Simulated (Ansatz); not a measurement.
CH8BNOSi, SMILES B[SiH](O)NC, a comparison of dispersion corrections

Computed with Ansatz 0.2.0, Python API.

The cells in order, each with its output:

```python
import ansatz as az
```

```python
params = {
    'basis': 'def2-SVP',
}
```

```python
GEOMETRY = '''
B    -0.66650    1.54320    0.71460
Si    0.08700   -0.17510    0.87260
O     1.19290   -0.14950    2.14680
N     1.00690   -0.61440   -0.65490
C    -0.04400   -0.92910   -1.71220
H    -1.30920    2.07040    1.60920
H    -0.57880    2.19480   -0.30190
H    -0.91920   -1.14340    1.16400
H     0.67880   -0.05420    3.02190
H     1.49030    0.20790   -0.93370
H    -0.69100   -1.78420   -1.37620
H     0.50740   -1.19070   -2.61080
H    -0.73410   -0.01030   -1.92460
'''
```

```python
ch8bnosi = az.Crystal.molecule()
for line in GEOMETRY.strip().splitlines():
    symbol, *xyz = line.split()
    ch8bnosi = ch8bnosi.atom(symbol, [float(v) for v in xyz])
```

```python
setup = (
    ch8bnosi.calculation()
    .basis(gaussian=params['basis'])
    .scf(lower_state_search='standard')
)
for name in ['revpbe', 'b3lyp']:
    for correction in ('d3bj', 'd4'):
        report = setup.functional(name, dispersion=correction).run(threads=1).report
        print(f'{name:8s} {correction:5s} total {report["free_energy_ev"]:.5f} eV, of which dispersion {1000 * report["dispersion"]["energy"]["ev"]:.2f} meV')
```

    revpbe   d3bj  total -13248.56109 eV, of which dispersion -671.43 meV
    revpbe   d4    total -13248.69391 eV, of which dispersion -804.25 meV
    b3lyp    d3bj  total -13252.53544 eV, of which dispersion -471.87 meV
    b3lyp    d4    total -13252.48048 eV, of which dispersion -416.91 meV

These settings explore the input space; basis and method may be short of convergence. The geometry is a force-field or estimated start, not a minimum of this method, and the basis set is short of its limit. D4 holds the three-body term, and d3bj doesn't. b3lyp holds the VWN-RPA fit, as in Gaussian; the form of ORCA and Turbomole is b3lyp5. The whole script took 15 s on 1 thread of Arm Neoverse V1, with other jobs on the host, peak memory 0.27 GiB.
